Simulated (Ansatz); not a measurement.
# MnAs: a relaxation

Wanted: a converged relaxation for MnAs, and a check of what comes out. The structure is shown as the input types it.

The COD entry's cell or inner coordinates are ideal or old and differ from later refinements, so a difference from it is no clean test against experiment.

Method: Kohn-Sham DFT, with the functional, basis and potentials that each input names, in Ansatz 0.2.0.

**1. The system as given**

It takes space group P6_3/mmc (No. 194, hexagonal). Conventional cell: a = 3.571 Å, b = 3.571 Å, c = 5.336 Å, α = 90.00°, β = 90.00°, γ = 120.00°. Around Mn (site symmetry -3m) lie 6 As at 2.46 Å and 2 Mn at 2.67 Å. Around As (site symmetry -6m2) lie 6 Mn at 2.46 Å.

Structure file:

```cif
data_structure
_symmetry_space_group_name_H-M 'P 1'
_symmetry_Int_Tables_number 1
_cell_length_a 3.5708
_cell_length_b 3.5708
_cell_length_c 5.3363
_cell_angle_alpha 90.000
_cell_angle_beta 90.000
_cell_angle_gamma 120.000
_cell_volume 58.92
loop_
_atom_site_label
_atom_site_type_symbol
_atom_site_fract_x
_atom_site_fract_y
_atom_site_fract_z
_atom_site_occupancy
Mn1 Mn 0.00000 0.00000 0.00000 1
Mn2 Mn 0.00000 0.00000 0.50000 1
As1 As 0.33333 0.66667 0.25000 1
As2 As 0.66667 0.33333 0.75000 1
```

**2. The calculation**

Contents of input.yaml:

```yaml
crystal:
  lattice:
    - [3.57076370321, 0.0, 0.0]
    - [-1.7853818516, 3.09237207789, 0.0]
    - [0.0, 0.0, 5.33629127378]
  atoms:
    - { symbol: Mn, position: [0.0, 0.0, 0.0], spin: 2.4 }
    - { symbol: Mn, position: [0.0, 0.0, 0.5], spin: 2.4 }
    - { symbol: As, position: [0.333333333333, 0.666666666667, 0.25] }
    - { symbol: As, position: [0.666666666667, 0.333333333333, 0.75] }
magnetization:
  spin_polarized: true
  spin_orbit: true
kpoints:
  mp_grid: { grid: [10, 10, 6] }
scf:
  occupations: { method: fermi_dirac, width: 0.1 }
  max_iter: 80
hamiltonian:
  xc: pbesol
  pseudopotentials: { kind: nc }
relax:
  f_tol: 0.002
  max_steps: 80
  cell: { p_target: 10 }
output:
  forces: true
  stress: true
```

Launch:

```sh
> ansatz run input.yaml --threads 2 --pin off --max-ram 8192MiB --backend cpu --events-out ev --progress --plain --runs-dir out
```

What happens when this is run?

Nothing was computed: the input was turned down at the start. The line that matters: «2 input errors — fix all and re-run 1. inconsistent input (magnetization.spin_orbit, magnetization.noncollinear): true requires noncollinear: true — spin–orbit coupling acts on 2-spinor wavefunctions; set both flags»

The suspect setting: magnetization.spin_orbit is true. Spin-orbit coupling needs two-component spinors and fully relativistic potentials, and the input doesn't provide both.

Remedy: delete magnetization.spin_orbit (the default then holds).
